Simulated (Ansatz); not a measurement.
# Si16O: the cost of one run

Program: Ansatz 0.2.0. Level of theory: DFT PBE, plane waves, PAW, scalar-relativistic, collinear spin. These are calculated values, not measurements.

### Step 1. The system as given

The cell holds 17 atoms (OSi16): a = 7.679 Å, b = 7.679 Å, c = 7.679 Å, α = 60.00°, β = 60.00°, γ = 60.00°.

The coordinates stand in the first input below.

### Step 2. Preparing the start

Contents of input.yaml:

```yaml
accuracy: low
crystal:
  lattice:
    - [0.0, 5.43, 5.43]
    - [5.43, 0.0, 5.43]
    - [5.43, 5.43, 0.0]
  atoms:
    - { symbol: Si, position: [0.0, 0.0, 0.0] }
    - { symbol: Si, position: [0.125, 0.125, 0.125] }
    - { symbol: Si, position: [0.0, 0.0, 0.5] }
    - { symbol: Si, position: [0.125, 0.125, 0.625] }
    - { symbol: Si, position: [0.0, 0.5, 0.0] }
    - { symbol: Si, position: [0.125, 0.625, 0.125] }
    - { symbol: Si, position: [0.0, 0.5, 0.5] }
    - { symbol: Si, position: [0.125, 0.625, 0.625] }
    - { symbol: Si, position: [0.5, 0.0, 0.0] }
    - { symbol: Si, position: [0.625, 0.125, 0.125] }
    - { symbol: Si, position: [0.5, 0.0, 0.5] }
    - { symbol: Si, position: [0.625, 0.125, 0.625] }
    - { symbol: Si, position: [0.5, 0.5, 0.0] }
    - { symbol: Si, position: [0.625, 0.625, 0.125] }
    - { symbol: Si, position: [0.5, 0.5, 0.5] }
    - { symbol: Si, position: [0.625, 0.625, 0.625] }
    - { symbol: O, position: [0.2462303, 0.7656482, 0.2507297], spin: 1.0 }
magnetization:
  spin_polarized: true
basis:
  ecutwfc: 420.0
kpoints:
  mp_grid: { grid: [2, 2, 2] }
hamiltonian:
  xc: pbe
  pseudopotentials: { kind: paw, azcp: { folder: soft_1 } }
scf:
  occupations: { method: fermi_dirac, width: 0.02 }
  lower_state_search: "off"
relax:
  f_tol: 0.08
  max_steps: 25
  adjacent_minimum: "off"
```

On the command line:

```console
> ansatz run input.yaml --threads 1 --pin off --max-ram 3072MiB --backend cpu --events-out ev --progress --plain --runs-dir out
```

**Question.** How long does this run take on 1 thread of Arm Neoverse V2, shared host, and how much memory does it need?

About 3.3 min, with a peak of 0.66 GiB.
